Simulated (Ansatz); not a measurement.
Relaxation of a periodic cell of 15 atoms, Al$_{8}$N$_{7}$ (host AlN, host structure P6_3mc, one N atom removed), to a largest force component of 0.03 eV/Å in at most 60 steps.

Method: Ansatz, DFT PBE, scalar-relativistic, plane waves, PAW. Settings: PAW set soft_1, cutoff 420 eV, k mesh 2x2x2, gaussian smearing 0.05 eV, spin collinear.

```xyz
15
Lattice="-3.0810 -5.3364 0.0000 4.6215 -2.6682 0.0000 0.0000 0.0000 5.0310" Properties=species:S:1:pos:R:3:forces:R:3
Al 0.022 -3.604 -0.015 -0.37 1.18 0.52
Al 1.547 -4.447 2.496 0.80 -0.99 0.83
N 0.029 -3.579 1.938 -0.39 0.06 -0.54
N 1.601 -4.385 4.471 -1.06 -0.84 -0.93
Al 3.083 -3.525 0.039 0.61 0.44 -0.15
Al -0.049 -1.776 2.558 0.52 -0.30 -0.06
N 3.082 -3.598 1.912 -0.14 1.00 -0.06
N -0.050 -1.772 4.418 0.90 -0.24 0.80
Al 1.527 -0.821 0.050 -0.38 -2.17 -0.18
Al 3.097 -1.783 2.527 0.09 0.01 -0.36
N 1.499 -0.901 1.932 0.57 0.59 0.20
N 3.081 -1.716 4.428 -0.59 -0.57 -0.19
Al 1.530 -6.214 -0.006 0.16 0.51 0.24
Al -1.511 -4.418 2.529 -1.11 -0.14 0.22
N -1.561 -4.481 4.462 0.39 1.46 -0.34
```

Problem. Where does it end, and by what steps?

Solution. It converged. The force dipped under the threshold on the way, but the program's further checks kept it going. Limits of this set-up: coarse k mesh, a small cell, in which the defect meets its images. After 9 steps the energy has fallen by 0.498 eV; Al2 moved furthest, 0.14 Å.

```csv
step,energy less start (eV),largest force component (eV/Å),accepted
0,0.0000,2.165,yes
1,-0.3301,1.161,yes
2,-0.4751,0.177,yes
3,-0.4659,0.280,no
4,-0.4928,0.090,yes
5,-0.4380,0.438,no
6,-0.4929,0.105,yes
7,-0.4981,0.014,yes
8,-0.4981,0.014,yes
9,-0.4981,0.004,yes
```

```xyz
15
Lattice="-3.0810 -5.3364 0.0000 4.6215 -2.6682 0.0000 0.0000 0.0000 5.0310" Properties=species:S:1:pos:R:3
Al -0.001 -3.557 0.045
Al 1.638 -4.527 2.557
N 0.084 -3.602 1.949
N 1.527 -4.471 4.480
Al 3.081 -3.552 -0.001
Al 0.005 -1.791 2.542
N 3.111 -3.540 1.895
N -0.002 -1.785 4.444
Al 1.525 -0.873 0.012
Al 3.072 -1.739 2.437
N 1.501 -0.803 1.926
N 3.046 -1.775 4.347
Al 1.469 -6.255 0.058
Al -1.555 -4.331 2.557
N -1.573 -4.421 4.490
```

Whether the end is a true minimum wasn't checked by a vibrational analysis.

The run took 74 s on 1 thread of Arm Neoverse V1, on a shared host, peak memory 0.43 GiB.
